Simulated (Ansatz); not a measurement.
# AlRu: the cost of one run

Program: Ansatz 0.2.0. Level of theory: DFT LDA, scalar-relativistic, plane waves, PAW. These are calculated values, not measurements.

3 further runs of the same task are left out: 1 that didn't finish, 2 set aside as unsound or not needed.

## 1. The starting structure

Symmetry: Pm-3m, No. 221, cubic system. The conventional cell has a = 2.992 Å, b = 2.992 Å, c = 2.992 Å, α = 90.00°, β = 90.00°, γ = 90.00°. Al (site symmetry m-3m) has 8 Ru at 2.59 Å as nearest neighbours. Ru (site symmetry m-3m) is surrounded by 8 Al at 2.59 Å.

Coordinates:

```xyz
2
Lattice="2.9916 0.0000 0.0000 0.0000 2.9916 0.0000 0.0000 0.0000 2.9916" Properties=species:S:1:pos:R:3 pbc="T T T"
Al    0.0000    0.0000    0.0000
Ru    1.4958    1.4958    1.4958
```

The cell is taken as given, not relaxed at this level.

## 2. The reference cell

Reference values: F = -6272.4434 eV; pressure -8.09 GPa; largest force 0.000 eV/Å; gap on the mesh none (metal). It was computed beforehand with the settings of the runs below.

## 3. Setting up a sublattice displacement scan

Every Al atom is moved by x along the Cartesian unit vector (0.000, 1.000, 0.000); the cell and all other atoms stay fixed. Forces below are components along that vector, summed over the moved atoms.

## 4. At x = -0.100 Å

input.yaml reads:

```yaml
crystal:
  lattice:
    - [2.9916, 0.0, 0.0]
    - [0.0, 2.9916, 0.0]
    - [0.0, 0.0, 2.9916]
  atoms:
    - { symbol: Al, position: [0.0, -0.0334269287, 0.0] }
    - { symbol: Ru, position: [0.5, 0.5, 0.5] }
basis:
  ecutwfc: 420
kpoints:
  mp_grid: { grid: [16, 16, 16] }
hamiltonian:
  xc: lda
scf:
  occupations: { method: gaussian, width: 0.15 }
output:
  forces: true
  stress: true
  eigenvalues: true
```

Run with:

```
> ansatz run input.yaml --threads 1 --pin off --max-ram 2560MiB --backend cpu --events-out ev --progress --plain --runs-dir out
```

Q: Estimate wall time and peak memory on 1 thread of Intel Xeon at 2.50GHz (Skylake/Cascade Lake), shared host.

About 19 s, with a peak of 0.47 GiB.
